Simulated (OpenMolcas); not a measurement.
# CH3NOSi (SMILES N#CO[SiH3]), step by step

Aim: a series of 9 runs (HF/ANO-RCC-MB, CASSCF(6,5)/ANO-RCC-VDZP, CASPT2(6,5)/ANO-RCC-VDZP, MC-PDFT[tOPBE](6,5)/ANO-RCC-VDZP, MRCI(6,5)/ANO-RCC-VDZP, CASPT2[IPEA 0](6,5)/ANO-RCC-VDZP, MC-PDFT[ftBLYP](6,5)/ANO-RCC-VDZP, RASPT2(6,5)/ANO-RCC-VDZP) of CH3NOSi. 

Program for the calculation: OpenMolcas 26.06.

1 further run of the same task is left out (it didn't finish).

## Step 1: The system as given

CH3NOSi: 7 atoms, total charge 0, spin state singlet. As SMILES, `N#CO[SiH3]`. The shape is that of a GFN2-xTB optimisation.

Bond lengths: N1–C2 1.144 Å, C2–O3 1.253 Å, O3–Si4 1.652 Å, Si4–H5 1.453 Å, Si4–H6 1.459 Å, Si4–H7 1.459 Å. Angles: N1–C2–O3 178.1°, C2–O3–Si4 138.6°, O3–Si4–H5 98.2°, O3–Si4–H6 108.2°, O3–Si4–H7 108.1°, H5–Si4–H6 114.8°, H5–Si4–H7 114.8°, H6–Si4–H7 111.5°.

## Step 2: A single-point energy at HF/ANO-RCC-MB (DKH2) (run 1)

step1.inp reads:

```
&GATEWAY
  Coord
  7
  angstrom
  N        1.936920      -1.403540       1.477830
  C        1.068120      -1.083140       0.806180
  O        0.109110      -0.772060       0.062620
  Si      -0.640690       0.593960      -0.484840
  H       -1.653200      -0.042650      -1.310350
  H       -1.160740       1.321730       0.668060
  H        0.340490       1.385700      -1.219500
  Basis
  ANO-RCC-MB
  Group
  NoSym

&SEWARD

&SCF
  PrOrbitals
  1
```

Started as:

```
export MOLCAS_MEM=1860
pymolcas step1.inp > step1.log
```

The log of the run, shortened:

```text
--- Start Module: gateway ---
[...]
--- Stop Module: gateway /rc=_RC_ALL_IS_WELL_ ---
--- Start Module: seward ---
[...]
      Basis functions           27
--- Stop Module: seward /rc=_RC_ALL_IS_WELL_ ---
[...]
--- Start Module: scf ---
[...]
       Convergence after  12 Iterations
[...]
::    Total SCF energy                               -458.2396887746
[...]
      Total spin, S                                     0.0000000000
[...]
      Total electronic charge=   38.000000
      Total            charge=   -0.000000
[...]
      Dipole Moment (debye):
      Origin of the operator (angstrom)=    0.2914   -0.3520    0.2182
                   X= -2.7889E+00               Y=  2.9580E+00               Z= -2.0971E+00           Total=  4.5744E+00
      Quadrupole Moment (debye*angstrom):
[...]
--- Stop Module: scf /rc=_RC_ALL_IS_WELL_ ---
[...]
```

Wall time 2.8 s (1 thread of Arm Neoverse V1, shared host); peak memory 0.38 GiB.

## Step 3: The vertical excitations at CASSCF(6,5)/ANO-RCC-VDZP (DKH2, RICD fitting, 3 states averaged) (run 2)

step2.input reads:

```
&GATEWAY
Coord
7
angstrom
N        1.936920      -1.403540       1.477830
C        1.068120      -1.083140       0.806180
O        0.109110      -0.772060       0.062620
Si      -0.640690       0.593960      -0.484840
H       -1.653200      -0.042650      -1.310350
H       -1.160740       1.321730       0.668060
H        0.340490       1.385700      -1.219500
Basis = ANO-RCC-MB
Group = NoSym
&SEWARD
&RASSCF
FileOrb = $CurrDir/step1.ScfOrb
Spin = 1
Nactel = 6 0 0
Inactive = 16
Ras2 = 5
CIRoot = 3 3 1
OrbListing = Nothing
>>> COPY $Project.RunFile RUNFIL1
>>> COPY $Project.RasOrb INPORB
&GATEWAY
Coord
7
angstrom
N        1.936920      -1.403540       1.477830
C        1.068120      -1.083140       0.806180
O        0.109110      -0.772060       0.062620
Si      -0.640690       0.593960      -0.484840
H       -1.653200      -0.042650      -1.310350
H       -1.160740       1.321730       0.668060
H        0.340490       1.385700      -1.219500
Basis = ANO-RCC-VDZP
Group = NoSym
RICD
&SEWARD
>>> COPY $Project.RunFile RUNFIL2
&EXPBAS
&RASSCF
FileOrb = $Project.ExpOrb
Spin = 1
Nactel = 6 0 0
Inactive = 16
Ras2 = 5
CIRoot = 3 3 1
OrbListing = Few
OrbAppear = Compact
```

Started as:

```
export MOLCAS_MEM=1860
pymolcas step2.input > step2.log
```

The log of the run, shortened:

```text
--- Start Module: gateway ---
[...]
      Basis functions           27
[...]
      Number of active orbitals                  5
[...]
      Spin quantum number                      0.0
[...]
      Active orbitals                            5
[...]
      Number of CSFs                            50
[...]
      Number of root(s) required                 3
[...]
      Convergence after 89 iterations
[...]
      printout of CI-coefficients larger than  0.05 for root  1
      energy=    -458.321448
      conf/sym  11111     Coeff  Weight
             1  22200  -0.96729 0.93564
             3  22020   0.12618 0.01592
            10  2udud   0.11371 0.01293
            11  2uudd   0.10427 0.01087
            26  20202   0.13314 0.01773
[...]
      Natural orbitals and occupation numbers for root  1
      sym 1:   1.998740   1.935359   1.935127   0.066044   0.064731
      Natural orbitals and occupation numbers for root  2
      sym 1:   1.988680   1.814260   1.158667   0.192378   0.846015
      Natural orbitals and occupation numbers for root  3
      sym 1:   1.989249   1.514147   1.469538   0.540264   0.486802
      ************************************************************************************************************************
      *                                                    Final results                                                     *
[...]
::    RASSCF root number  1 Total energy:   -458.32144772
::    RASSCF root number  2 Total energy:   -457.96029599
::    RASSCF root number  3 Total energy:   -457.93183145
[...]
      Basis functions           75
[...]
      Convergence after 19 iterations
[...]
      Natural orbitals and occupation numbers for root  1
      sym 1:   1.999034   1.946456   1.946117   0.054815   0.053578
      Natural orbitals and occupation numbers for root  2
      sym 1:   1.993649   1.844215   1.138753   0.160572   0.862811
      Natural orbitals and occupation numbers for root  3
      sym 1:   1.994065   1.493932   1.496607   0.508805   0.506592
      ************************************************************************************************************************
      *                                                    Final results                                                     *
[...]
::    RASSCF root number  1 Total energy:   -458.68871731
::    RASSCF root number  2 Total energy:   -458.34557324
::    RASSCF root number  3 Total energy:   -458.32385991
[...]
```

It took 14 s on 1 thread of Arm Neoverse V1, shared host; peak memory 0.38 GiB.

The roots found:

| excited state | energy (eV) |
| --- | --- |
| 1 | 9.337 |
| 2 | 9.928 |

Runs 3 to 8 aren't shown in full; the table further down has their settings and results.

## Step 4: The excited states at RASPT2(6,5)/ANO-RCC-VDZP (DKH2, RICD fitting, ipea shift 0.25 Eh, pt2 variant SS, 3 states averaged) (run 9)

step9.input reads:

```
&GATEWAY
Coord
7
angstrom
N        1.936920      -1.403540       1.477830
C        1.068120      -1.083140       0.806180
O        0.109110      -0.772060       0.062620
Si      -0.640690       0.593960      -0.484840
H       -1.653200      -0.042650      -1.310350
H       -1.160740       1.321730       0.668060
H        0.340490       1.385700      -1.219500
Basis = ANO-RCC-VDZP
Group = NoSym
RICD
&SEWARD
&RASSCF
FileOrb = $CurrDir/step2.RasOrb
Spin = 1
Nactel = 6 1 1
Inactive = 16
Ras1 = 3
Ras2 = 0
Ras3 = 2
CIRoot = 3 3 1
OrbListing = Few
OrbAppear = Compact
&CASPT2
Multistate = all
NoMultistate
```

Started as:

```
export MOLCAS_MEM=1860
pymolcas step9.input > step9.log
```

The log of the run, shortened:

```text
--- Start Module: gateway ---
[...]
--- Stop Module: gateway /rc=_RC_ALL_IS_WELL_ ---
[...]
      Basis functions           75
[...]
--- Start Module: rasscf ---
[...]
      Number of active orbitals                  5
[...]
      Spin quantum number                      0.0
[...]
      Active orbitals                            5
[...]
      Number of CSFs                             7
[...]
      Number of root(s) required                 3
[...]
      Convergence after 60 iterations
[...]
      printout of CI-coefficients larger than  0.05 for root  1
      energy=    -458.654961
      conf/sym  11111     Coeff  Weight
             1  22200   0.92017 0.84670
             2  22ud0  -0.27653 0.07647
             5  2u20d  -0.27605 0.07620
[...]
      Natural orbitals and occupation numbers for root  1
      sym 1:   2.000000   1.991135   1.991162   0.008838   0.008865
      Natural orbitals and occupation numbers for root  2
      sym 1:   2.000000   1.904064   1.095936   0.095936   0.904064
      Natural orbitals and occupation numbers for root  3
      sym 1:   2.000000   1.478619   1.521595   0.478405   0.521381
      ************************************************************************************************************************
      *                                                    Final results                                                     *
[...]
::    RASSCF root number  1 Total energy:   -458.65496068
::    RASSCF root number  2 Total energy:   -458.32952205
::    RASSCF root number  3 Total energy:   -458.31486452
[...]
      Total electronic charge=   38.000000
      Total            charge=   -0.000000
[...]
      Dipole Moment (debye):
      Origin of the operator (angstrom)=    0.2914   -0.3520    0.2182
                   X= -3.4520E+00               Y=  2.5278E+00               Z= -2.6323E+00           Total=  5.0235E+00
      Quadrupole Moment (debye*angstrom):
[...]
--- Stop Module: rasscf /rc=_RC_ALL_IS_WELL_ ---
[...]
--- Start Module: caspt2 ---
[...]
      Reference weight:           0.84106
[...]
::    CASPT2 Root  1     Total energy:   -459.18942288
::    CASPT2 Root  2     Total energy:   -458.86324796
::    CASPT2 Root  3     Total energy:   -458.84900578
[...]
--- Stop Module: caspt2 /rc=_RC_ALL_IS_WELL_ ---
[...]
```

Wall time 17 s (1 thread of Arm Neoverse V1, shared host); peak memory 0.082 GiB.

The roots found:

| excited state | energy (eV) |
| --- | --- |
| 1 | 8.876 |
| 2 | 9.263 |

## Step 5: The series

| run | level | integral approximation | task | energy (Eh) | dipole moment (D) of the reference | wall time |
| --- | --- | --- | --- | --- | --- | --- |
| 1 | HF/ANO-RCC-MB (DKH2) | none | energy | -458.239689 | 4.57 | 2.8 s |
| 2 | CASSCF(6,5)/ANO-RCC-VDZP (DKH2, RICD fitting, 3 states averaged) | RICD | excited | -458.688717 | 4.57 | 14 s |
| 3 | CASPT2(6,5)/ANO-RCC-VDZP (DKH2, RICD fitting, ipea shift 0.25 Eh, pt2 variant SS, 3 states averaged, second multiplicity 3) | RICD | spin-orbit | -459.197865 | – | 17 s |
| 4 | MC-PDFT[tOPBE](6,5)/ANO-RCC-VDZP (DKH2, RICD fitting, 3 states averaged) | RICD | excited | -459.963366 | 4.57 | 8.7 s |
| 5 | MRCI(6,5)/ANO-RCC-VDZP (DKH2, 2 states averaged) | none | excited | crashed | – | 15 s |
| 6 | CASPT2[IPEA 0](6,5)/ANO-RCC-VDZP (DKH2, RICD fitting, ipea shift 0 Eh, pt2 variant XDW, 3 states averaged) | RICD | excited | refused | – | 5.7 s |
| 7 | MC-PDFT[ftBLYP](6,5)/ANO-RCC-VDZP (DKH2, RICD fitting, hybrid share 0.25, 3 states averaged) | RICD | excited | -459.807994 | – | 8.7 s |
| 8 | CASPT2[IPEA 0](6,5)/ANO-RCC-VDZP (DKH2, RICD fitting, ipea shift 0 Eh, pt2 variant MS, 3 states averaged, sigma2 shift 0.3) | RICD | excited | -459.199669 | 4.57 | 9.3 s |
| 9 | RASPT2(6,5)/ANO-RCC-VDZP (DKH2, RICD fitting, ipea shift 0.25 Eh, pt2 variant SS, 3 states averaged) | RICD | excited | -459.189423 | 4.15 | 17 s |

## Step 6: Results

```
                                                                          quantity          value
                  run 9, RASPT2(6,5)/ANO-RCC-VDZP: energy of the lowest of 3 roots  -459.18942 Eh
                   run 9, RASPT2(6,5)/ANO-RCC-VDZP: dipole moment (CASSCF density)         4.15 D
run 9, RASPT2(6,5)/ANO-RCC-VDZP: lowest excitation energy within this active space        8.88 eV
```

In run 1 the basis is minimal, so the values are rough. All runs together took 98 s, the longest 17 s. 2 of the 9 runs did not end normally.
